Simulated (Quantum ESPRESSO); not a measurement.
SiNi3 under changes of volume

One of the cells (11.109 Å³/atom); the others are scaled copies at fixed shape and fractional positions:

```
Ni Si
1.0
     3.54200    0.00000    0.00000
     0.00000    3.54200    0.00000
     0.00000    0.00000    3.54200
Ni Si
3 1
Direct
  0.50000 0.50000 0.00000
  0.50000 0.00000 0.50000
  0.00000 0.50000 0.50000
  0.00000 0.00000 0.00000
```

```yaml
Program: Quantum ESPRESSO 7.5
Functional: PBE
Potentials_or_basis: SSSP 1.3 efficiency PBE
Cutoff: 748 eV
Density_cutoff: 5987 eV
k_mesh: 8 × 8 × 8
Occupations: fermi-dirac, width 0.05 eV
Spin: collinear spin, ferromagnetic start
Starting_moments: "[1.0, 1.0, 1.0, 0.0] μB"
```

```tsv
volume (Å³/atom)	energy over the lowest point (meV/atom)	pressure (GPa)
10.443	?	?
10.665	0.40	2.3
10.887	0.00	-2.1
11.109	5.40	-6.0
11.331	15.94	-9.5
11.554	31.04	-12.6
11.776	50.18	-15.3
```

Problem. What does the run at 10.443 Å³/atom give?

Solution. Energy over the lowest point 7.32 meV/atom; pressure 7.3 GPa.

Worked out: A Birch-Murnaghan fit of order 3 (a polynomial in V^(-2/3)) to the other rows has its minimum at 10.79 Å³/atom with B0 = V·E''(V) = 214 GPa and B' = 4.8. It gives 7.30 meV/atom at 10.443 Å³/atom, against the run's 7.32, and -dE/dV = 7.5 GPa, against 7.3.

Energies are extrapolated to zero smearing.
